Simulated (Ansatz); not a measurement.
# AsH+ (doublet): wave-function methods side by side at distance As1–H2 = 1.256 Å, cc-pVTZ

How much of the correlation energy of AsH+ (doublet) does each wave-function method recover here?

The runs use Ansatz 0.2.0, Gaussian basis; cc-pVTZ, core rule «outside noble gas», up to 14 orbitals frozen.

To be run: UHF; CCSD(T) on ROHF; CCSD(T) on UHF; BCCD(T) on ROHF; CISD; CCSDT(Q) on ROHF; CCSDT(Q) on UHF; CASSCF and MRCISD+Q, 3 electrons in 3 orbitals; CASSCF and NEVPT2, 3 electrons in 3 orbitals; CASSCF and MRCISD+Q, 5 electrons in 5 orbitals; CASSCF and NEVPT2, 5 electrons in 5 orbitals; Full CI.

17 further runs of the same task are left out: 14 that didn't finish, 3 set aside as unsound or not needed.

### 1 What is computed

The geometry derives from a PBE0/def2-TZVP stationary point (not a proven minimum). One bond is set to the value named and the two fragments are kept rigid. No spin-orbit coupling is included. The filled d shell of As may be among the frozen orbitals whatever the setting's name suggests; the logs give the count.

2 atoms, charge 1, spin multiplicity 2.

Atoms are counted from 1 here; the program's logs count them from 0.

Bond lengths: As1–H2 1.256 Å.

### 2 UHF

The input, in.yaml:

```yaml
crystal:
  periodic: [false, false, false]
  atoms:
    - {symbol: As, position_ang: [0.000000, 0.000000, 0.000000]}
    - {symbol: H, position_ang: [0.000000, 0.000000, 1.256000]}
basis:
  gaussian: {orbitals: cc-pVTZ}
total_charge: 1
magnetization: {spin_polarized: true, initial_magnetization: 1}
hamiltonian: {xc: hf}
output: {orbitals: {seedname: orbitals}}
```

The run is started by

```sh
ansatz run in.yaml --threads 1 --pin off --events-out ev --progress --plain --max-ram 2393MiB
```

The runs that follow: CCSD(T) on ROHF; CCSD(T) on UHF; BCCD(T) on ROHF; CISD; CCSDT(Q) on ROHF; CCSDT(Q) on UHF; CASSCF and MRCISD+Q, 3 electrons in 3 orbitals; CASSCF and NEVPT2, 3 electrons in 3 orbitals; CASSCF and MRCISD+Q, 5 electrons in 5 orbitals; CASSCF and NEVPT2, 5 electrons in 5 orbitals; Full CI.

Q: Predict the results of all the runs planned. Wanted: FCI below the RHF energy; RMP2 from FCI; UMP2 from FCI; RCCSD from FCI; RCCSD(T) from FCI; UCCSD(T) from FCI; RCCSDT(Q) from FCI; UCCSDT(Q) from FCI; NEVPT2 pair from FCI.

As calculated:

| quantity | value |
| --- | --- |
| FCI below the RHF energy | -2.9388 eV |
| RMP2 from FCI | +631.1 meV |
| UMP2 from FCI | +641.4 meV |
| RCCSD from FCI | +79.0 meV |
| RCCSD(T) from FCI | +15.1 meV |
| UCCSD(T) from FCI | +10.8 meV |
| RCCSDT(Q) from FCI | -0.2 meV |
| UCCSDT(Q) from FCI | -4.5 meV |
| NEVPT2 pair from FCI | +532.1 meV |
| MRCISD+Q pair from FCI | -6.1 meV |
| NEVPT2 valence from FCI | +524.2 meV |
| levels within 1 kcal/mol (43 meV) | RCCSD(T), UCCSD(T), BCCD(T), RCCSDT, UCCSDT, RCCSDT(Q), UCCSDT(Q), MRCISD+Q pair, MRCISD+Q valence |
| T1 diagnostic | 0.018 |
| effectively unpaired electrons | 1.04 |

RCCSD(T) misses by +15.1 meV, 0.5 % of the correlation energy. UCCSDT, UCCSDT(Q), MRCISD+Q pair, MRCISD+Q valence fall below full CI: unrestricted runs freeze a spin-polarised core, another one than full CI's, and coupled cluster isn't variational. One determinant dominates. Of the multireference levels listed MRCISD+Q valence comes nearest in total energy (-4.9 meV), which doesn't show that its space is the better one. These misses are within one basis, not against nature; the frozen cores of restricted and unrestricted runs differ, which can shift their rows.
